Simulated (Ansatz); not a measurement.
# BaTiO3: the cost of one run

Computed with the Python package of Ansatz 0.2.0. Level of theory: DFT PBE, plane waves, PAW.

## Step 1: Starting point

It takes space group Pm-3m (No. 221, cubic). The conventional cell has a = 4.006 Å, b = 4.006 Å, c = 4.006 Å, α = 90.00°, β = 90.00°, γ = 90.00°. Ba (site symmetry m-3m) is surrounded by 12 O at 2.83 Å. Ti (site symmetry m-3m) is surrounded by 6 O at 2.00 Å. O (site symmetry 4/mmm) is surrounded by 2 Ti at 2.00 Å and 4 Ba at 2.83 Å.

The script holds or builds the structure itself.

## Step 2: The code

Input file batio3_eos.py:

```python
"""Equation of state of BaTiO3."""

from dataclasses import dataclass

import ansatz as az
import numpy as np
from scipy.optimize import curve_fit


@dataclass(frozen=True)
class Settings:
    filling: str = "fixed"
    cutoff_ev: int = 550
    mesh: tuple[int, ...] = (6, 6, 6)


settings = Settings()

VECTORS = np.array([
    [4.006, 0.0, 0.0],
    [0.0, 4.006, 0.0],
    [0.0, 0.0, 4.006],
])
SITES = [
    ("Ba", (0.5, 0.5, 0.5)),
    ("Ti", (0.0, 0.0, 0.0)),
    ("O", (0.5, 0.0, 0.0)),
    ("O", (0.0, 0.5, 0.0)),
    ("O", (0.0, 0.0, 0.5)),
]


def build(cell):
    crystal = az.Crystal(lattice=az.Lattice.of(cell))
    for symbol, position in SITES:
        crystal = crystal.atom(symbol, position)
    return crystal

def vinet(v, e0, v0, b0, b1):
    eta = (v / v0) ** (1 / 3)
    return e0 + 2 * b0 * v0 / (b1 - 1) ** 2 * (2 - (5 + 3 * b1 * (eta - 1) - 3 * eta) * np.exp(-1.5 * (b1 - 1) * (eta - 1)))


def main() -> None:
    # uniform scaling of the cell
    volumes, energies, pressures = [], [], []
    for scale in np.linspace(0.9, 1.1, 9):
        cell = VECTORS * scale ** (1 / 3)
        calc = (
            build(cell).calculation()
            .occupations(settings.filling)
            .pseudopotentials("paw")
            .basis(settings.cutoff_ev)
            .functional(az.Functional.PBE)
            .kpoints(*settings.mesh)
            .stress()
        )
        rep = calc.run(threads=1, pin="off").report
        volumes.append(abs(np.linalg.det(cell)) / len(SITES))
        energies.append(rep["free_energy_ev"] / len(SITES))
        pressures.append(np.trace(rep["stress_gpa"]) / 3)
        print(f"V = {volumes[-1]:8.4f} A^3/atom  F = {energies[-1]:.5f} eV/atom  P = {pressures[-1]:8.3f} GPa")

    guess = (min(energies), volumes[int(np.argmin(energies))], 0.5, 4.5)
    (e0, v0, b0, b1), _ = curve_fit(vinet, np.array(volumes), np.array(energies), p0=guess, maxfev=20000)
    print(f"Vinet fit: V0 = {v0:.4f} A^3/atom, B0 = {160.21766 * b0:.1f} GPa, B1 = {b1:.2f}")
    print("largest residual", round(1000 * float(np.abs(vinet(np.array(volumes), e0, v0, b0, b1) - energies).max()), 3), "meV/atom")


if __name__ == "__main__":
    main()
```

## Step 3: The calls as engine input

The package turns the script's settings into the engine's input (first run):

```yaml
crystal:
  lattice:
    - [3.867750474730153, 0.0, 0.0]
    - [0.0, 3.867750474730153, 0.0]
    - [0.0, 0.0, 3.867750474730153]
  atoms:
    - { symbol: Ba, position: [0.5, 0.5, 0.5] }
    - { symbol: Ti, position: [0.0, 0.0, 0.0] }
    - { symbol: O, position: [0.5, 0.0, 0.0] }
    - { symbol: O, position: [0.0, 0.5, 0.0] }
    - { symbol: O, position: [0.0, 0.0, 0.5] }
basis:
  ecutwfc: 550.0
kpoints:
  mp_grid:
    grid: [6, 6, 6]
hamiltonian:
  xc: pbe
  pseudopotentials:
    kind: paw
scf:
  occupations:
    method: fixed
output:
  stress: true
```

## Step 4: Running it

Command:

```console
> python batio3_eos.py
```

**Question.** How long does this script take on 1 thread of Intel Xeon 6975P-C (Granite Rapids), shared host, and how much memory does it need?

About 11 s, with a peak of 0.51 GiB.
